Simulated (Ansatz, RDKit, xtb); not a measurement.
**GeSi2H7: from the formula to a structure**

Only the formula GeSi2H7 is given (odd number of electrons). Aim: find the structure of lowest free energy at 298.15 K, then its properties.

The funnel: GFN2-xTB relaxations, single points with a density functional, relaxations at B3LYP/6-31G*, harmonic vibrations, and a last energy at a higher level. All values are calculated.

5 further runs of the same task are left out: 1 that didn't finish, 4 set aside as unsound or not needed.

## Step 1: Possible bonding patterns

A program enumerates the bonding patterns with one Lewis structure each (two rings at most, one unusual centre or charged pair), with their diastereomers. O–O, O–halogen and N–halogen bonds and N–N–N chains are not drawn. That gives 5 candidates.

```csv
label,SMILES,spin
c129,[SiH3][GeH][SiH3],doublet
c141,[SiH2][GeH2][SiH3],doublet
c886,[SiH3][SiH2][GeH2],doublet
c905,[SiH2][SiH2][GeH3],doublet
c967,[SiH3][SiH][GeH3],doublet
```

Candidates are built by distance geometry, with a force field where one applies, in up to four conformers (letters a to d). 16 starts with atoms placed at random are added, to find patterns that the rules miss.

Q: Predict the outcome of this search (final energies at CCSD(T)/def2-SVP + MP2/def2-TZVPP - MP2/def2-SVP).

| quantity | value |
| --- | --- |
| lowest structure found | [SiH3][GeH][SiH3], doublet, Cs |
| next finalist | [SiH3][SiH2][GeH2], doublet, 5.5 kcal/mol higher in G |
| share at equilibrium, among the finalists | 100.0 % |
| harmonic wavenumbers, lowest and highest (B3LYP/6-31G*) | 62 and 2254 cm⁻¹ |
| rotational constants, same geometry | 0.2498, 0.059, 0.04972 cm⁻¹ |
| dipole moment (PBE0/def2-TZVPD) | 0.07 D |
| HOMO energy (highest over α and β) (PBE0/def2-TZVPD) | -6.07 eV |
| LUMO energy (lowest over α and β) (PBE0/def2-TZVPD) | -2.99 eV |
| vertical ionisation energy (to the singlet cation) | 7.94 eV |
| vertical electron affinity | 1.41 eV |
| vertical quartet less doublet | +5.55 eV |

`[SiH3][GeH][SiH3]` comes out lowest. The margin of 5.5 kcal/mol over the next finalist is beyond the usual error of the last level; it says nothing of structures that weren't ranked. GFN2-xTB, r2SCAN-D4/def2-SVP, B3LYP/6-31G*, HF/def2-SVP and MP2/def2-SVP already put its bonding pattern lowest among the structures in one piece; HF/STO-3G favours the doublet [SiH3][SiH][GeH3] (c967b, not a finalist). Lowest found is not proven lowest: the search is finite, and each finalist counts with one conformer. Patterns outside the rules of the enumeration were met only by chance.
